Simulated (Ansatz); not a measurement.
# Sn: energy and stress against strain

This session takes Sn and sets out to see how energy and stress answer to the strain pattern (1, -1, 0, 0, 0, 0).

Computed with Ansatz 0.2.0 (DFT r2SCAN, scalar-relativistic, plane waves, PAW, unless a step's input says otherwise).

## 1. The structure to begin with

The structure is cubic, space group Fd-3m (No. 227). Conventional cell: a = 6.491 Å, b = 6.491 Å, c = 6.491 Å, α = 90.00°, β = 90.00°, γ = 90.00°. Around Sn (site symmetry -43m) lie 4 Sn at 2.81 Å.

Coordinates:

```xyz
2
Lattice="0.0000 3.2456 3.2456 3.2456 0.0000 3.2456 3.2456 3.2456 0.0000" Properties=species:S:1:pos:R:3 pbc="T T T"
Sn    3.2456    3.2456    3.2456
Sn    4.8684    4.8684    4.8684
```

The cell is taken as given, not relaxed at this level.

## 2. The reference cell

Reference values: F = -12077.2689 eV; pressure 1.62 GPa; largest force 0.000 eV/Å; gap on the mesh none (metal). It was computed beforehand with the settings of the runs below.

## 3. Next: energy and stress against strain

The cell is strained by ε times the Voigt pattern (1, -1, 0, 0, 0, 0) (xx, yy, zz, yz, xz, xy; engineering shear), with fractional coordinates fixed (clamped ions). The stress on the pattern is the sum of the stress components weighted by it, tension positive.

## 4. At ε = -0.0200

The input, input.yaml:

```yaml
crystal:
  lattice:
    - [0.0, 3.310512, 3.2456]
    - [3.180688, 0.0, 3.2456]
    - [3.180688, 3.310512, 0.0]
  atoms:
    - { symbol: Sn, position: [0.5, 0.5, 0.5] }
    - { symbol: Sn, position: [0.75, 0.75, 0.75] }
basis:
  ecutwfc: 500
kpoints:
  mp_grid: { grid: [12, 12, 12] }
hamiltonian:
  xc: r2scan
scf:
  occupations: { method: gaussian, width: 0.15 }
output:
  forces: true
  stress: true
  eigenvalues: true
```

On the command line:

```sh
$ ansatz run input.yaml --threads 1 --pin off --max-ram 2560MiB --backend cpu --events-out ev --progress --plain --runs-dir out
```

## 5. At ε = 0.0150

Changes to input.yaml since step 4:

```diff
@@ -2,5 +2,5 @@
   lattice:
-    - [0.0, 3.310512, 3.2456]
-    - [3.180688, 0.0, 3.2456]
-    - [3.180688, 3.310512, 0.0]
+    - [0.0, 3.196916, 3.2456]
+    - [3.294284, 0.0, 3.2456]
+    - [3.294284, 3.196916, 0.0]
   atoms:
```

## 6. At ε = -0.0100

Changes to input.yaml since step 5:

```diff
@@ -2,5 +2,5 @@
   lattice:
-    - [0.0, 3.196916, 3.2456]
-    - [3.294284, 0.0, 3.2456]
-    - [3.294284, 3.196916, 0.0]
+    - [0.0, 3.278056, 3.2456]
+    - [3.213144, 0.0, 3.2456]
+    - [3.213144, 3.278056, 0.0]
   atoms:
```

## 7. ε = 0.0050

Changes to input.yaml since step 6:

```diff
@@ -2,5 +2,5 @@
   lattice:
-    - [0.0, 3.278056, 3.2456]
-    - [3.213144, 0.0, 3.2456]
-    - [3.213144, 3.278056, 0.0]
+    - [0.0, 3.229372, 3.2456]
+    - [3.261828, 0.0, 3.2456]
+    - [3.261828, 3.229372, 0.0]
   atoms:
@@ -20 +20,5 @@
   eigenvalues: true
+  write_density: true
+  write_potential: true
+  elf: true
+  volumetric_format: npy
```

## 8. Point ε = 0.0175

The input, input.yaml:

```yaml
crystal:
  lattice:
    - [0.0, 3.188802, 3.2456]
    - [3.302398, 0.0, 3.2456]
    - [3.302398, 3.188802, 0.0]
  atoms:
    - { symbol: Sn, position: [0.5, 0.5, 0.5] }
    - { symbol: Sn, position: [0.75, 0.75, 0.75] }
basis:
  ecutwfc: 500
kpoints:
  mp_grid: { grid: [12, 12, 12] }
hamiltonian:
  xc: r2scan
scf:
  occupations: { method: gaussian, width: 0.15 }
output:
  forces: true
  stress: true
  eigenvalues: true
```

## 9. Point ε = 0.0125

Changes to input.yaml since step 8:

```diff
@@ -2,5 +2,5 @@
   lattice:
-    - [0.0, 3.188802, 3.2456]
-    - [3.302398, 0.0, 3.2456]
-    - [3.302398, 3.188802, 0.0]
+    - [0.0, 3.20503, 3.2456]
+    - [3.28617, 0.0, 3.2456]
+    - [3.28617, 3.20503, 0.0]
   atoms:
```

## 10. ε = 0.0075

Changes to input.yaml since step 9:

```diff
@@ -2,5 +2,5 @@
   lattice:
-    - [0.0, 3.20503, 3.2456]
-    - [3.28617, 0.0, 3.2456]
-    - [3.28617, 3.20503, 0.0]
+    - [0.0, 3.221258, 3.2456]
+    - [3.269942, 0.0, 3.2456]
+    - [3.269942, 3.221258, 0.0]
   atoms:
@@ -20 +20,5 @@
   eigenvalues: true
+  write_density: true
+  write_potential: true
+  elf: true
+  volumetric_format: npy
```

## 11. At ε = 0.0025

The input, input.yaml:

```yaml
crystal:
  lattice:
    - [0.0, 3.237486, 3.2456]
    - [3.253714, 0.0, 3.2456]
    - [3.253714, 3.237486, 0.0]
  atoms:
    - { symbol: Sn, position: [0.5, 0.5, 0.5] }
    - { symbol: Sn, position: [0.75, 0.75, 0.75] }
basis:
  ecutwfc: 500
kpoints:
  mp_grid: { grid: [12, 12, 12] }
hamiltonian:
  xc: r2scan
scf:
  occupations: { method: gaussian, width: 0.15 }
output:
  forces: true
  stress: true
  eigenvalues: true
```

(Steps that only read results are left out.)

Before running it: what results should come out? Wanted: slope of the stress at ε = 0, from the points at -0.0100, 0 and 0.0025.

As calculated:

| quantity | value |
| --- | --- |
| slope of the stress at ε = 0, from the points at -0.0100, 0 and 0.0025 | 72 GPa |

**Reading.** The slope of the stress at zero strain, 72 GPa, estimates C11 + C22 − 2 C12 with clamped ions in this Cartesian frame; letting the atoms relax could not make it stiffer. The reference stands under 1.6 GPa, so this is no zero-stress constant. No sampled point lies below the undisturbed cell. A gap opens on the mesh, up to 0.12 eV.

Spin-orbit coupling is left out, though the cell holds Sn; it can move the gap.
